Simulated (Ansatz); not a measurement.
# GeH3O2F (SMILES [OH][GeH]([OH])[F]): PBE-QIDH/def2-SVP

Aim: the vertical singlet–triplet gap of GeH3O2F at PBE-QIDH/def2-SVP, from 2 runs. 

Program for the calculation: Ansatz 0.2.0.

72 further runs of the same task are left out: 72 set aside as unsound or not needed.

### Step 1. Starting point

GeH3O2F has 7 atoms, charge 0, and is taken as a singlet. SMILES: `[OH][GeH]([OH])[F]`. Geometry: relaxed at PBE0-D4/def2-TZVP. This is one conformer, not always the lowest.

Bond lengths: O1–Ge2 1.758 Å, Ge2–O3 1.748 Å, Ge2–F4 1.736 Å, O1–H5 0.961 Å, Ge2–H6 1.522 Å, O3–H7 0.961 Å. Angles: O1–Ge2–O3 108.4°, O1–Ge2–F4 104.7°, O3–Ge2–F4 110.1°, O1–Ge2–H6 116.0°, O3–Ge2–H6 108.9°, F4–Ge2–H6 108.5°, Ge2–O1–H5 112.4°, Ge2–O3–H7 112.8°.

### Step 2. The energy at PBE-QIDH/def2-SVP

in.yaml reads:

```yaml
crystal:
  periodic: [false, false, false]
  atoms:
    - {symbol: O, position_ang: [-0.352900, 1.140300, -0.859300]}
    - {symbol: Ge, position_ang: [-0.107500, -0.026800, 0.432400]}
    - {symbol: O, position_ang: [1.518200, -0.656000, 0.307600]}
    - {symbol: F, position_ang: [-1.260300, -1.284500, 0.113200]}
    - {symbol: H, position_ang: [-1.209200, 1.041800, -1.283900]}
    - {symbol: H, position_ang: [-0.331400, 0.485800, 1.847500]}
    - {symbol: H, position_ang: [1.804400, -0.768700, -0.603100]}
basis:
  gaussian: {orbitals: def2-SVP}
hamiltonian: {xc: {name: PBE-QIDH}}
correlation: {frozen_orbitals: {F: 1, Ge: 9, H: 0, O: 1}}
accuracy: high
output: {orbitals: {seedname: orbitals}}
```

Run with:

```sh
$ ansatz run in.yaml --threads 1 --pin off --max-ram 3480MiB --events-out events.jsonl --progress --plain --runs-dir runs
```

Output:

```text
Warning: RAYON_NUM_THREADS=1 ignored (pool sized by the plan → 1); use --threads N
Functional definition: PBE-QIDH
  name "PBE-QIDH"
  parameter a = 3^(-1/3)
  parameter c = 1/3
  exchange = (1 - a)*pbe_x + a*exact_x
  correlation = (1 - c)*pbe_c + c*(mp2_os + mp2_ss)
1869 factors; integrals over basis functions are off by at most 4.4e-9 eV
mean field evaluation 1: about -63328.9060 eV, gradient 5.5e1 eV
mean field evaluation 2: about -63328.9438 eV, gradient 5.5e1 eV
mean field evaluation 4: about -63334.0941 eV, gradient 2.4e0 eV
mean field evaluation 8: about -63334.1112 eV, gradient 7.7e-2 eV
mean field evaluation 16: about -63334.1112 eV, gradient 1.3e-5 eV
mean field -63334.11122235 eV, -2327.4856580189 hartree, gradient 5.4e-8 eV, S^2 0.000000; 0 other end points of the search recorded, 0 dependent functions left out
12 core orbitals not correlated: weight in the atoms' cores, before any rotation towards them, 1.000 or more for the frozen orbitals, at most 0.000 for the correlated occupied ones
reference -63334.11122327 eV, -2327.4856580527 hartree; 18, 18 occupied and 59, 59 virtual orbitals, 1869 factors
second order -24.16866695 eV of doubles, -0.00000000 eV of singles
Total energy: -63342.16744559 eV, -2327.7817187621 hartree
```

Run time: 11 s. Hardware: 1 thread of Arm Neoverse V2, shared host; peak memory 0.3 GiB.

### Step 3. The triplet at the same level

molecule.yaml reads:

```yaml
crystal:
  periodic: [false, false, false]
  atoms:
    - {symbol: O, position_ang: [-0.352900, 1.140300, -0.859300]}
    - {symbol: Ge, position_ang: [-0.107500, -0.026800, 0.432400]}
    - {symbol: O, position_ang: [1.518200, -0.656000, 0.307600]}
    - {symbol: F, position_ang: [-1.260300, -1.284500, 0.113200]}
    - {symbol: H, position_ang: [-1.209200, 1.041800, -1.283900]}
    - {symbol: H, position_ang: [-0.331400, 0.485800, 1.847500]}
    - {symbol: H, position_ang: [1.804400, -0.768700, -0.603100]}
basis:
  gaussian: {orbitals: def2-SVP}
output: {orbitals: {seedname: orbitals}}
magnetization: {spin_polarized: true, initial_magnetization: 2}
correlation: {frozen_orbitals: {F: 1, Ge: 9, H: 0, O: 1}}
hamiltonian: {xc: {name: PBE-QIDH}}
accuracy: high
```

Run with:

```sh
$ ansatz run molecule.yaml --threads 1 --pin off --max-ram 3480MiB --events-out events.jsonl --progress --plain --runs-dir runs
```

Output, cut to the lines that bear on the results:

```text
Warning: RAYON_NUM_THREADS=1 ignored (pool sized by the plan → 1); use --threads N
Functional definition: PBE-QIDH
  name "PBE-QIDH"
[...]
1869 factors; integrals over basis functions are off by at most 4.4e-9 eV
[...]
mean field -63326.49695559 eV, -2327.2058388767 hartree, gradient 7.4e-8 eV, S^2 2.006689; 3 other end points of the search recorded, 0 dependent functions left out
12 core orbitals not correlated: weight in the atoms' cores, before any rotation towards them, 1.000 or more for the frozen orbitals, at most 0.000 for the correlated occupied ones
reference -63326.49695672 eV, -2327.2058389180 hartree; 19, 17 occupied and 58, 60 virtual orbitals, 1869 factors
second order -23.25120533 eV of doubles, -0.00000000 eV of singles
Total energy: -63334.24735849 eV, -2327.4906609300 hartree
```

It took 41 s on 1 thread of Arm Neoverse V2, shared host; peak memory 0.46 GiB.

### Step 4. What came out

At PBE-QIDH/def2-SVP, 12 core orbitals frozen:

```
                                                         quantity           value
                                            singlet: total energy  -2327.78172 Eh
                       singlet: HOMO energy (SCF part's orbitals)       -12.12 eV
                       singlet: LUMO energy (SCF part's orbitals)         2.47 eV
                     singlet: HOMO–LUMO gap (SCF part's orbitals)        14.59 eV
                                            triplet: total energy  -2327.49066 Eh
triplet: HOMO energy (SCF part's orbitals) (highest over α and β)        -3.67 eV
                                                    triplet: ⟨S²⟩           2.007
                 vertical energy of the triplet above the singlet        7.920 eV
```

What this shows: At this shape the triplet lies 7.92 eV (764 kJ/mol) above the singlet.
